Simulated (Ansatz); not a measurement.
Predict the output of the script below (Ansatz's Python interface).

The script reads `POSCAR`:
```text
YbPd
1.0
   3.44700000    0.00000000    0.00000000
   0.00000000    3.44700000    0.00000000
   0.00000000    0.00000000    3.44700000
Yb Pd
1 1
Direct
   0.50000000    0.50000000    0.50000000
   0.00000000    0.00000000    0.00000000
```

`run_relax.py`
```python
"""Geometry optimisation of YbPd from a disturbed start."""

import ansatz as az
from ase import Atoms
from ase.io import read
from ase.io import write
import numpy as np

params = {
    "xc": "lda",
    "mesh": (3, 3, 3),
    "occupations": "gaussian",
    "force_tol": 0.01,
}

atoms = read("POSCAR", format="vasp")
crystal = az.Crystal.from_ase(atoms)

job = (
    crystal.calculation()
    .mixing("msr1")
    .functional(params["xc"])
    .kpoints(mesh=params["mesh"])
    .occupations(params["occupations"])
    .relax(force_tolerance=params["force_tol"], max_steps=100, random_displacement=True, displacement_amplitude=0.05, displacement_seed=132)
)
steps = []


def collect(event):
    if event["event"] == "relax_step":
        steps.append(event["data"])


out = job.session().plan().execute(on_event=collect)
rep = out.report
print("step   energy (eV)     max comp. (eV/A)  SCF")
for s in steps:
    print(f"{s['step']:4d} {s['lagrangian_ev']:15.5f} {s['allowed_force_max_ev_ang']:12.4f} {s['n_scf']:5d}")

first, last = steps[0], steps[-1]
symbols = [site.symbol for site in out.lattice.sites]
print(f"energy gained {first['lagrangian_ev'] - last['lagrangian_ev']:.4f} eV in {len(steps) - 1} steps")

print("atom   start x y z (A)              end x y z (A)")
for symbol, a, b in zip(symbols, first["positions_ang"], last["positions_ang"]):
    print(f"{symbol:3s}", " ".join(f"{v:8.4f}" for v in a), "  ", " ".join(f"{v:8.4f}" for v in b))

relaxed = Atoms(symbols, positions=[site.position_ang for site in out.lattice.sites], cell=out.lattice.cell_ang, pbc=True)
write("relaxed.cif", relaxed, format="cif")

print("relaxed fractional positions")
for site in out.lattice.sites:
    print(f"  {site.symbol:2s}", " ".join(f"{v % 1:8.5f}" for v in np.round(site.position_frac, 5)))

moved = np.linalg.norm(np.array(last["positions_ang"]) - np.array(first["positions_ang"]), axis=1)
print("displacement by atom (A):", " ".join(f"{s}:{d:.3f}" for s, d in zip(symbols, moved)))

n_atoms = len(rep["lattice"]["sites"])
print("F =", round(rep["free_energy_ev"], 4), "eV for", n_atoms, "atoms")
print("E(sigma -> 0) =", round(rep["energy_sigma0_ev"], 4), "eV, TS =", round(rep["entropy_ts_ev"], 5), "eV")
print("closed by", rep["closed_by"], "after", rep["n_iterations"], "iterations")
```

```console
$ python run_relax.py
DeckWarning: basis.ecutwfc = 420 eV, auto-derived from the records' recommended cutoffs: set by Yb (normal level)
step   energy (eV)     max comp. (eV/A)  SCF
   1    -20407.01305       0.2300    20
   2    -20407.02521       0.0124     8
   3    -20407.02525       0.0000     6
energy gained 0.0122 eV in 2 steps
atom   start x y z (A)              end x y z (A)
Yb    1.7418   1.7371   1.7680      1.7297   1.7238   1.7218
Pd   -0.0060  -0.0131  -0.0479      0.0062   0.0003  -0.0017
relaxed fractional positions
  Yb  0.50179  0.50008  0.49951
  Pd  0.00179  0.00008  0.99951
displacement by atom (A): Yb:0.050 Pd:0.050
F = -20407.0253 eV for 2 atoms
E(sigma -> 0) = -20407.0253 eV, TS = 0.0 eV
closed by deck_thresholds after 6 iterations
```
(Warnings from the package without file and line.)

File `relaxed.cif` afterwards:
```cif
data_image0
_chemical_formula_structural       YbPd
_chemical_formula_sum              "Yb1 Pd1"
_cell_length_a       3.447
_cell_length_b       3.447
_cell_length_c       3.447
_cell_angle_alpha    90.0
_cell_angle_beta     90.0
_cell_angle_gamma    90.0

_space_group_name_H-M_alt    "P 1"
_space_group_IT_number       1

loop_
  _space_group_symop_operation_xyz
  'x, y, z'

loop_
  _atom_site_type_symbol
  _atom_site_label
  _atom_site_symmetry_multiplicity
  _atom_site_fract_x
  _atom_site_fract_y
  _atom_site_fract_z
  _atom_site_occupancy
  Yb  Yb1       1.0  0.5017861380452839  0.5000760832014329  0.4995065218420832  1.0000
  Pd  Pd1       1.0  0.0017879660221377274  7.802086038652608e-05  0.9995107256191764  1.0000
```

Reading the output:
- The settings weren't tested for convergence.
- Semilocal functionals put the nearly full 4f shell of Yb too close to the Fermi level.
- The k-point mesh is coarse, and energy and stress weren't tested for convergence.
- Energies along a relaxation are free energies. A last row that repeats the one before re-solves the same geometry more tightly.
- The first row is the displaced cell, and groups found at tight tolerances show what the force threshold leaves of the kick.
- The starting cell is as deposited in a crystallographic database; the results hold for this polymorph, which needn't be the stable one.
- The whole script took 5 s on 1 thread of Arm Neoverse V2, on a shared host, peak memory 0.41 GiB.

(Lines on the test bed's own set-up are left out of the output.)
